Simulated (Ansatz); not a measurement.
# CH3SSbSe: a ladder of functionals and wavefunction methods

Aim: compute CH3SSbSe with functionals from several rungs and with coupled cluster. The yardstick is the atomisation energy at the CCSD(T) limit.

Method: functionals in def2-TZVPP, the program's frozen cores in correlated methods; program: Ansatz 0.2.0, Gaussian basis.

Plan: LDA (SPW92), PBE-D4, revPBE-D4, BLYP-D4, r2SCAN-D4, B97M-V, PBE0-D4, B3LYP-D4, r2SCANh-D4, r2SCAN0-D4, HSE06-D4, BHLYP-D4, CAM-B3LYP-D4, LC-ωPBE, ωB97X-V, ωB97M-V, B2PLYP, PBE-QIDH; CCSD(T)/def2-SVP; CCSD(T)/def2-TZVPP; MP2/def2-QZVPP; extrapolation to the limit; RPA on PBE.

### Step 1. The relaxed structure

All runs share one geometry, relaxed beforehand with PBE0-D4 in a triple-zeta def2 set. Sb takes the def2 core potential; no spin-orbit term is included.

SMILES `[Se]=C[S][SbH2]`, 7 atoms, charge 0, spin multiplicity 1.

Atoms are counted from 1 here; the program's logs count them from 0.

Bond lengths: Se1–C2 1.762 Å, C2–S3 1.714 Å, C2–H5 1.088 Å, S3–Sb4 2.454 Å, Sb4–H6 1.710 Å, Sb4–H7 1.710 Å. Angles: Se1–C2–S3 123.0°, Se1–C2–H5 120.9°, S3–C2–H5 116.0°, C2–S3–Sb4 105.0°, S3–Sb4–H6 93.8°, S3–Sb4–H7 93.9°, H6–Sb4–H7 90.9°.

Geometry (Å):

```
Se   -1.35752    1.46647   -2.29937
C    -0.56436    0.60184   -0.98522
S    -0.73579    1.04374    0.66240
Sb    0.63248   -0.57446    1.90010
H     0.07168   -0.25837   -1.18546
H     0.04612   -1.91785    1.01929
H     1.96859   -0.42938    0.84267
```

### Step 2. LDA

This LDA is Slater exchange with PW92 correlation.

The input, in.yaml:

```yaml
crystal:
  periodic: [false, false, false]
  atoms:
    - {symbol: Se, position_ang: [-1.357518, 1.466473, -2.299373]}
    - {symbol: C, position_ang: [-0.564364, 0.601841, -0.985223]}
    - {symbol: S, position_ang: [-0.735788, 1.043740, 0.662401]}
    - {symbol: Sb, position_ang: [0.632480, -0.574455, 1.900099]}
    - {symbol: H, position_ang: [0.071679, -0.258366, -1.185461]}
    - {symbol: H, position_ang: [0.046125, -1.917851, 1.019289]}
    - {symbol: H, position_ang: [1.968585, -0.429381, 0.842666]}
basis:
  gaussian: {orbitals: def2-TZVPP}
hamiltonian: {xc: lda}
output: {orbitals: {seedname: orbitals}}
```

Started as:

```sh
ansatz run in.yaml --threads 4 --pin off --events-out ev --progress --plain --max-ram 10444MiB
```

After this run come: PBE-D4 (GGA); revPBE-D4 (GGA); BLYP-D4 (GGA); r2SCAN-D4 (meta-GGA); B97M-V (meta-GGA); PBE0-D4 (hybrid); B3LYP-D4 (hybrid); r2SCANh-D4 (hybrid); r2SCAN0-D4 (hybrid); HSE06-D4 (hybrid); BHLYP-D4 (hybrid); CAM-B3LYP-D4 (range-separated); LC-ωPBE (range-separated); ωB97X-V (range-separated); ωB97M-V (range-separated); B2PLYP (double hybrid); PBE-QIDH (double hybrid); CCSD(T) in def2-SVP; CCSD(T) in def2-TZVPP; MP2 in def2-QZVPP; RPA on PBE orbitals.

**Question.** What will the summary of the whole plan be? Wanted: atomisation energy, CCSD(T)/CBS; farthest beyond LDA; mean size of error, GGA; mean size of error, meta-GGA; mean size of error, hybrid; mean size of error, range-separated; mean size of error, double hybrid; gap, smallest and largest; T1 diagnostic.

As calculated:

| quantity | value |
| --- | --- |
| atomisation energy, CCSD(T)/CBS | 470.5 kcal/mol |
| functionals within 4.7 kcal/mol (1.0 %) | r2SCAN-D4, PBE0-D4, B3LYP-D4, r2SCANh-D4, HSE06-D4, ωB97X-V |
| farthest beyond LDA | BHLYP-D4 (-24.3 kcal/mol) |
| mean size of error, GGA | 11.2 kcal/mol |
| mean size of error, meta-GGA | 5.0 kcal/mol |
| mean size of error, hybrid | 7.3 kcal/mol |
| mean size of error, range-separated | 8.7 kcal/mol |
| mean size of error, double hybrid | 10.9 kcal/mol |
| gap, smallest and largest | 1.90 eV (LDA (SPW92)), 8.40 eV (LC-ωPBE) |
| T1 diagnostic | 0.0164 |
| triples share of the correlation energy | 4.3 % |

What this shows: LDA overbinds by 95.4 kcal/mol (20 %). PBE-D4 is off by +19.5 kcal/mol. Double hybrids carry the basis error of their MP2 part in triple zeta, and no dispersion term here, so their miss is partly the set-up's. Taken by rung, meta-GGA functionals do best (5.0 kcal/mol on average) and GGA ones worst beyond LDA (11.2 kcal/mol). double hybrid functionals lie within the reference's doubt of that worst mean (10.9 kcal/mol), so those two tie. Misses under about 4.7 kcal/mol are within the doubt on the reference itself, which lacks core-valence correlation, spin-orbit coupling and higher excitations, and its outer-core shells are covered unevenly. All levels share the lack of spin-orbit coupling, which lowers the free heavy atoms and so the true binding. Hartree-Fock recovers 60 % of the binding; the rest is correlation. CCSD(T) in def2-SVP is off by -52.4 kcal/mol, which most functionals beat. Orbital gaps span 1.9 to 8.4 eV; exact exchange widens them. The restricted reference is unstable towards a spin-broken one. Correlated methods include outer-core shells of Sb, Se, which these sets cover unevenly.
